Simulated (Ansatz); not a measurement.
# GdHAu2: the cost of one run

Computed with Ansatz 0.2.0 (DFT PBE, scalar-relativistic, plane waves, PAW, unless a step's input says otherwise).

## (1) Starting point

It takes space group P4/mmm (No. 123, tetragonal). The conventional cell has a = 3.871 Å, b = 3.871 Å, c = 6.053 Å, α = 90.00°, β = 90.00°, γ = 90.00°. Around Gd (site symmetry 4/mmm) lie 8 Au at 2.93 Å. H (site symmetry 4/mmm) has 2 Au at 1.97 Å as nearest neighbours. Au (site symmetry 4mm) has 1 H at 1.97 Å and 1 Au at 2.11 Å as nearest neighbours.

As a file:

```xyz
4
Lattice="3.8714 0.0000 0.0000 0.0000 3.8714 0.0000 0.0000 0.0000 6.0528" Properties=species:S:1:pos:R:3 pbc="T T T"
Gd    0.0000    0.0000    0.0000
H     1.9357    1.9357    3.0264
Au    1.9357    1.9357    4.9980
Au    1.9357    1.9357    1.0548
```

A structure generator made this guess: random cell by space group and Wyckoff sites (P4/mmm, No. 123). Its size is a rough estimate.

## (2) The guess as it stands, on a coarse mesh

input.yaml reads:

```yaml
crystal:
  lattice:
    - [3.87143492, 0.0, 0.0]
    - [0.0, 3.87143492, 0.0]
    - [0.0, 0.0, 6.05284142]
  atoms:
    - { symbol: Gd, position: [0.0, 0.0, 0.0], spin: 7.0 }
    - { symbol: H, position: [0.5, 0.5, 0.5] }
    - { symbol: Au, position: [0.5, 0.5, 0.82573483] }
    - { symbol: Au, position: [0.5, 0.5, 0.17426517] }
basis:
  ecutwfc: 420
kpoints:
  mp_grid: { grid: [4, 4, 4] }
hamiltonian:
  xc: pbe
scf:
  occupations: { method: gaussian, width: 0.1 }
  lower_state_search: "off"
output:
  forces: true
  stress: true
  eigenvalues: true
  populations: true
magnetization:
  spin_polarized: true
```

Started as:

```bash
> ansatz run input.yaml --threads 1 --pin off --max-ram 2048MiB --backend cpu --events-out ev --progress --plain --runs-dir out
```

What time and memory should one allow on 1 thread of Arm Neoverse V1, shared host?

About 19 s, with a peak of 0.4 GiB.
